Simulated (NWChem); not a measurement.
# InF (SMILES [F][In]): CCSD(T)/def2-TZVPP (core potential), part 2 of 2

NWChem 7.3.0.

**3. The distorted shape, same level**

sp.nw

```
start sp
memory total 2200 mb

geometry units atomic noautosym nocenter noautoz
 F   0.00000000  0.00000000 -1.10023634
 In  0.00000000  0.00000000  3.79755583
end

basis spherical bse
 F library def2-TZVPP
 In library def2-TZVPP
end

ecp bse
 In library def2-TZVPP
end

scf
 thresh 1e-08
 maxiter 80
 noprint "final vectors analysis"
end

ccsd
 freeze core 5
 maxiter 60
end

task ccsd(t) energy
```

Run with:

```
$ nwchem sp.nw > sp.out
```

What it wrote:

```text
Northwest Computational Chemistry Package (NWChem) 7.3.0
             --------------------------------------------------------

           Job information
           ---------------

    nwchem branch   = 7.3.0
    use scalapack   = T
    input           = sp.nw
    prefix          = sp.
    data base       = ./sp.db
    status          = startup
    nproc           =        1

           Memory information
           ------------------

    heap     =     72089596 doubles =      550.0 Mbytes
    stack    =     72089601 doubles =      550.0 Mbytes
    global   =    144179200 doubles =     1100.0 Mbytes (distinct from heap & stack)
    total    =    288358397 doubles =     2200.0 Mbytes
    verify   = yes
    hardfail = no

           Directory information
           ---------------------

  0 permanent = .
  0 scratch   = .

                                NWChem Input Module
                                -------------------

                             Geometry "geometry" -> ""
                             -------------------------

 Output coordinates in a.u. (scale by  1.000000000 to convert to a.u.)

  No.       Tag          Charge          X              Y              Z
 ---- ---------------- ---------- -------------- -------------- --------------
    1 F                    9.0000     0.00000000     0.00000000    -1.10023634
    2 In                  49.0000     0.00000000     0.00000000     3.79755583

      Atomic Mass
      -----------

      F                 18.998400
      In               114.904100

 Effective nuclear repulsion energy (a.u.)      90.0405702596

            Nuclear Dipole moment (a.u.)
            ----------------------------
        X                 Y               Z
 ---------------- ---------------- ----------------
     0.0000000000     0.0000000000   176.1781086100

            XYZ format geometry
            -------------------
     2
 geometry
 F                     0.00000000     0.00000000    -0.58222004
 In                    0.00000000     0.00000000     2.00958015

                      Basis "ao basis" -> "" (spherical)
                      -----
  [basis functions not shown]

 Summary of "ao basis" -> "" (spherical)
 ------------------------------------------------------------------------------
       Tag                 Description            Shells   Functions and Types
 ---------------- ------------------------------  ------  ---------------------
 F                         def2-TZVPP               11       31   5s3p2d1f
 In                        def2-TZVPP               16       50   6s5p3d2f

                 ECP       "ecp basis" -> "" (cartesian)
                -----
  [basis functions not shown]

                                 NWChem SCF Module
                                 -----------------

  ao basis        = "ao basis"
  functions       =    81
  atoms           =     2
  closed shells   =    15
  open shells     =     0
  charge          =   0.00
  wavefunction    = RHF
  input vectors   = atomic
  output vectors  = ./sp.movecs
  use symmetry    = F
  symmetry adapt  = F

 Summary of "ao basis" -> "ao basis" (spherical)
 ------------------------------------------------------------------------------
       Tag                 Description            Shells   Functions and Types
 ---------------- ------------------------------  ------  ---------------------
 F                         def2-TZVPP               11       31   5s3p2d1f
 In                        def2-TZVPP               16       50   6s5p3d2f

 Forming initial guess at       0.1s

      Superposition of Atomic Density Guess
      -------------------------------------

 Sum of atomic energies:        -317.47749819

      Non-variational initial energy
      ------------------------------

 Total energy =    -288.238002
 1-e energy   =    -551.218770
 2-e energy   =     224.391953
 HOMO         =      -0.372604
 LUMO         =      -0.006928

 Starting SCF solution at       0.6s

 ----------------------------------------------
         Quadratically convergent ROHF

 Convergence threshold     :          1.000E-08
 Maximum no. of iterations :           80
 Final Fock-matrix accuracy:          1.000E-10
 ----------------------------------------------

              iter       energy          gnorm     gmax       time
             ----- ------------------- --------- --------- --------
                 1     -288.6044783223  1.31D+00  3.79D-01      1.3
                 2     -288.6972138073  2.25D-01  7.99D-02      2.7
                 3     -288.7046534643  1.20D-02  3.70D-03      5.2
                 4     -288.7046732201  5.46D-05  1.52D-05      9.1
                 5     -288.7046732205  1.89D-09  4.86D-10     15.3

       Final RHF  results
       ------------------

         Total SCF energy =   -288.704673220544
      One-electron energy =   -552.611149580309
      Two-electron energy =    225.317660534206
 Nuclear repulsion energy =     38.588815825560

        Time for solution =     14.7s

             Final eigenvalues
             -----------------

              1
    1  -26.0875
    2   -5.4316
    3   -3.6860
    4   -3.6860
    5   -3.6811
    6   -1.3335
    7   -1.0718
    8   -1.0718
    9   -1.0665
   10   -1.0665
   11   -1.0648
   12   -0.4740
   13   -0.4388
   14   -0.4388
   15   -0.3891
   16   -0.0052
   17   -0.0052
   18    0.0394
   19    0.1310
   20    0.1310
   21    0.1618
   22    0.2369
   23    0.2407
   24    0.2407
   25    0.2743

 center of mass
 --------------
 x =   0.00000000 y =   0.00000000 z =   3.10264562

 moments of inertia (a.u.)
 ------------------
         391.079068743826           0.000000000000           0.000000000000
           0.000000000000         391.079068743826           0.000000000000
           0.000000000000           0.000000000000           0.000000000000

  Mulliken analysis of the total density
  --------------------------------------

    Atom       Charge   Shell Charges
 -----------   ------   -------------------------------------------------------
    1 F    9     9.79   0.77  1.20  0.60  0.97  0.45  2.22  2.20  1.39  0.00  0.00  0.00
    2 In  21    20.21   0.40 -0.84  1.59  0.85  1.17  0.78 -0.40  6.37  0.09  0.15  0.01  8.96  1.03  0.07  0.00  0.01

       Multipole analysis of the density wrt the origin
       ------------------------------------------------

     L   x y z        total         open         nuclear
     -   - - -        -----         ----         -------
     0   0 0 0      0.000000      0.000000     30.000000

     1   1 0 0     -0.000000      0.000000      0.000000
     1   0 1 0     -0.000000      0.000000      0.000000
     1   0 0 1      3.051579      0.000000     69.846545

     2   2 0 0    -18.446532      0.000000      0.000000
     2   1 1 0     -0.000000      0.000000      0.000000
     2   1 0 1      0.000000      0.000000      0.000000
     2   0 2 0    -18.446532      0.000000      0.000000
     2   0 1 1      0.000000      0.000000      0.000000
     2   0 0 2    -14.324964      0.000000    313.744716

                   Four-Index Transformation
                   -------------------------
          Number of basis functions:             81
          Number of shells:                      27
          Number of occupied orbitals:           15
          Number of occ. correlated orbitals:    10
          Block length:                          16
          Superscript MO index range:      6 -   15
          Subscript MO index range:        6 -   81
          MO coefficients read from:  ./sp.movecs
          Number of operator matrices in core:  110
          Half-transformed integrals produced

     Pass:    1     Index range:    6  -   15     Time:      2.74
 ------------------------------------------
 MP2 Energy (coupled cluster initial guess)
 ------------------------------------------
 Reference energy:           -288.704673220543555
 MP2 Corr. energy:             -0.524877966862545
 Total MP2 energy:           -289.229551187406116

 ****************************************************************************
              the segmented parallel ccsd program:    1 nodes
 ****************************************************************************

 level of theory    ccsd(t)
 number of core         5
 number of occupied    10
 number of virtual     66
 number of deleted      0
 total functions       81
 number of shells      27
 basis label          566

   ***** ccsd parameters *****
   iprt   =     0
   convi  =  0.100E-05
   maxit  =    60
   mxvec  =     5
 memory            144155108
  Using  1 OpenMP thread(s) in CCSD
  Failed reading restart vector from ./sp.t2
  Using MP2 initial guess vector

 iter     correlation     delta       rms       T2     Non-T2      Main
             energy      energy      error      ampl     ampl      Block
                                                time     time      time
   1     -0.4996786087 -4.997D-01  8.582D-02     5.45     0.00     5.25
   2     -0.5163508513 -1.667D-02  1.722D-01     5.37     0.00     5.19
   3     -0.5135372562  2.814D-03  1.647D-02     5.37     0.01     5.19
   4     -0.5147609557 -1.224D-03  9.052D-03     5.39     0.00     5.20
   5     -0.5156050663 -8.441D-04  1.627D-02     5.44     0.00     5.26
   6     -0.5157726854 -1.676D-04  1.785D-03     5.40     0.01     5.21
   7     -0.5157783926 -5.707D-06  4.050D-03     5.46     0.01     5.27
   8     -0.5158411757 -6.278D-05  3.017D-04     5.45     0.01     5.26
   9     -0.5158162314  2.494D-05  2.990D-04     5.41     0.00     5.22
  10     -0.5158167305 -4.991D-07  7.249D-05     5.41     0.01     5.22
  11     -0.5158155103  1.220D-06  3.617D-05     5.38     0.01     5.19
  12     -0.5158152151  2.952D-07  5.370D-05     5.37     0.00     5.19
  13     -0.5158155494 -3.342D-07  9.905D-06     5.38     0.00     5.20
  14     -0.5158156307 -8.135D-08  8.721D-06     5.44     0.01     5.25
  15     -0.5158156791 -4.836D-08  2.640D-06     5.45     0.00     5.26
  16     -0.5158157931 -1.140D-07  4.898D-06     5.36     0.00     5.18
  17     -0.5158157429  5.017D-08  1.200D-06     5.39     0.01     5.21
  18     -0.5158157569 -1.400D-08  3.449D-07     5.39     0.00     5.21
                  *************converged*************

 -----------
 CCSD Energy
 -----------
 Reference energy:            -288.704673220543555
 CCSD corr. energy:             -0.515815756911112
 Total CCSD energy:           -289.220488977454693

 --------------------------------
 Spin Component Scaled (SCS) CCSD
 --------------------------------
 Same spin contribution:                 -0.141364391600898
 Same spin scaling factor:                1.130000000000000
 Opposite spin contribution:             -0.374451365310215
 Opposite spin scaling fact.:             1.270000000000000
 SCS-CCSD correlation energy:            -0.635294996452987
 Total SCS-CCSD energy:                -289.339968216996567
 memory            144155108

*********triples calculation*********

nkpass=    1; nvpass=    1; memdrv=         232782; memtrn=        3234063; memavail=      144154436
 memory available/node                      144154436
 total number of virtual orbitals        66
 number of virtuals per integral pass    66
 number of integral evaluations           1
 number of occupied per triples pass     10
 number of triples passes                 1

 commencing integral evaluation        1 at         100.20
  symmetry use  F
 commencing triples evaluation - blocking       1
 Time for integral evaluation pass     1        4.57
 Time for triples evaluation pass      1        8.37

 pseudo-e(mp4)  -0.18498659641213E-01
 pseudo-e(mp5)   0.26797106579563E-02
        e(t)    -0.15818948983257E-01

 --------------
 CCSD(T) Energy
 --------------
 Reference energy:                    -288.704673220543555

 CCSD corr. energy:                     -0.515815756911112
 T(CCSD) corr. energy:                  -0.018498659641213
 Total CCSD+T(CCSD) energy:           -289.238987637095875

 CCSD corr. energy:                     -0.515815756911112
 (T) corr. energy:                      -0.015818948983257
 Total CCSD(T) energy:                -289.236307926437917

 routine      calls  cpu(0)   cpu-min  cpu-ave  cpu-max   i/o
 aoccsd          1     0.01     0.01     0.01     0.01    0.00
 iterdrv         1     0.03     0.03     0.03     0.03    0.00
 pampt          18     0.16     0.16     0.16     0.16    0.00
 t2pm           18     0.32     0.32     0.32     0.32    0.00
 sxy            18     0.39     0.39     0.39     0.39    0.00
 ints      2468916    79.32    79.32    79.32    79.32    0.00
 t2eri        6804    11.16    11.16    11.16    11.16    0.00
 idx2         6804     2.49     2.49     2.49     2.49    0.00
 idx34          18     0.20     0.20     0.20     0.20    0.00
 ht2pm          18     0.39     0.39     0.39     0.39    0.00
 itm            18     2.46     2.46     2.46     2.46    0.00
 pdiis          18     0.08     0.08     0.08     0.08    0.00
 triples         1     0.00     0.00     0.00     0.00    0.00
 rdtrpo          1     0.01     0.01     0.01     0.01    0.00
 trpmos          1     4.57     4.57     4.57     4.57    0.00
 trpdrv          1     0.66     0.66     0.66     0.66    0.00
 dovvv       72600     4.93     4.93     4.93     4.93    0.00
 doooo       72600     1.01     1.01     1.01     1.01    0.00
 tengy       66000     1.73     1.73     1.73     1.73    0.00
 Total               109.93   109.93   109.93   109.93    0.00

 Task  times  cpu:      128.5s     wall:      128.5s
 Total times  cpu:      128.5s     wall:      128.5s
```

Run time: 2.2 min. Hardware: 1 thread of Intel Xeon at 2.80GHz (Skylake/Cascade Lake), shared host; peak memory 0.21 GiB.

**4. What came out**

The summary covers parts 1 to 2.

At CCSD(T)/def2-TZVPP (core potential), 5 core orbitals frozen:

```
                                                          quantity          value
                                         first shape: total energy  -289.28608 Eh
                  first shape: HOMO energy (Hartree–Fock orbitals)       -9.55 eV
                  first shape: LUMO energy (Hartree–Fock orbitals)        0.54 eV
                first shape: HOMO–LUMO gap (Hartree–Fock orbitals)       10.10 eV
          first shape: correlation energy (5 core orbitals frozen)     -530.1 mEh
                                       first shape: (T) correction     -15.22 mEh
                                     distorted shape: total energy  -289.23631 Eh
      distorted shape: correlation energy (5 core orbitals frozen)     -531.6 mEh
                                   distorted shape: (T) correction     -15.82 mEh
energy change with the F1–In2 bond stretched from 1.994 to 2.592 Å       1.354 eV
```

What this shows: With the F1–In2 bond stretched from 1.994 to 2.592 Å the energy rises by 1.35 eV (31 kcal/mol). The first shape isn't relaxed at this level, so the change isn't measured from a minimum. The triples (first shape) make up 2.9 % of the correlation energy. The triples (distorted shape) make up 3.0 % of the correlation energy.
